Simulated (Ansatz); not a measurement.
# ClCu: the cost of one run

Method: def2-QZVPP, core rule «outside noble gas», up to 14 orbitals frozen; program: Ansatz 0.2.0, Gaussian basis.

To be run: UHF; ROHF; CCSD(T) on UHF.

2 further runs of the same task are left out: 2 set aside as unsound or not needed.

**1. What is computed**

The geometry is a PBE0/def2-TZVP stationary point (not a proven minimum) of the parent state, kept for this charge and spin.

2 atoms, charge 0, spin multiplicity 5.

Atoms are counted from 1 here; the program's logs count them from 0.

Bond lengths: Cu1–Cl2 2.141 Å.

Coordinates:

```
Cu    0.0000    0.0000    0.0000
Cl    0.0000    0.0000    2.1406
```

**2. UHF**

Contents of in.yaml:

```yaml
crystal:
  periodic: [false, false, false]
  atoms:
    - {symbol: Cu, position_ang: [0.000000, 0.000000, 0.000000]}
    - {symbol: Cl, position_ang: [0.000000, 0.000000, 2.140600]}
basis:
  gaussian: {orbitals: "def2-QZVPP.json"}
magnetization: {spin_polarized: true, initial_magnetization: 4}
hamiltonian: {xc: hf}
output: {orbitals: {seedname: orbitals}}
```

Command:

```sh
> ansatz run in.yaml --threads 1 --pin off --events-out ev --progress --plain --max-ram 3968MiB --backend cpu
```

**Question.** How long does this run take on 1 thread of AMD EPYC 7R13, shared host, and how much memory does it need?

About 94 s, with a peak of 0.6 GiB.
